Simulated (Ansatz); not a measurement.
# CuI: the cost of one run

Method: DFT r2SCAN, scalar-relativistic, plane waves, PAW, in Ansatz 0.2.0.

The COD entry's cell or inner coordinates are ideal or old and differ from later refinements, so a difference from it is no clean test against experiment.

2 further runs of the same task are left out: 1 that didn't finish, 1 set aside as unsound or not needed.

**1. Starting point**

The structure is cubic, space group F-43m (No. 216). The conventional cell has a = 6.023 Å, b = 6.023 Å, c = 6.023 Å, α = 90.00°, β = 90.00°, γ = 90.00°. Cu (site symmetry -43m) is surrounded by 4 I at 2.61 Å. I (site symmetry -43m) is surrounded by 4 Cu at 2.61 Å.

Coordinates:

```
CELL_PARAMETERS angstrom
0.00000 3.01173 3.01173
3.01173 0.00000 3.01173
3.01173 3.01173 0.00000
ATOMIC_POSITIONS crystal
Cu 0.25000 0.25000 0.25000
I 0.00000 0.00000 0.00000
```

It is the result of an earlier relaxation at this level (volume 27.32 Å³/atom; gap on the mesh: 1.67 eV).

**2. Static run: bands, density of states and charges**

Contents of input.yaml:

```yaml
crystal:
  lattice:
    - [0.0, 3.0117341498, 3.0117341498]
    - [3.0117341498, 0.0, 3.0117341498]
    - [3.0117341498, 3.0117341498, 0.0]
  atoms:
    - { symbol: Cu, position: [0.25, 0.25, 0.25] }
    - { symbol: I, position: [0.0, 0.0, 0.0] }
basis:
  ecutwfc: 500
kpoints:
  mp_grid: { grid: [8, 8, 8] }
  band_path:
    path:
      - [[0.0, 0.0, 0.0], [-0.5, -0.5, 0.0], [-0.375, -0.375, 0.25]]
      - [[-0.375, 0.0, 0.375], [0.0, 0.0, 0.0], [0.0, 0.0, 0.5], [-0.5, -0.25, 0.25], [-0.5, -0.5, 0.0]]
    npoints: 14
hamiltonian:
  xc: r2scan
scf:
  occupations: { method: gaussian, width: 0.02 }
  n_extra_bands: 6
output:
  forces: true
  stress: true
  eigenvalues: true
  populations: true
  dos: { projected: true, de: 0.02, nscf_kmesh: { grid: [12, 12, 12] } }
  bader: true
  write_density: true
  write_potential: true
  elf: true
  volumetric_format: npy
```

Command:

```bash
> ansatz run input.yaml --threads 1 --pin off --max-ram 2560MiB --backend cpu --events-out ev --progress --plain --runs-dir out
```

Q: Estimate wall time and peak memory on 1 thread of Arm Neoverse V1, shared host.

About 52 s, with a peak of 0.48 GiB.
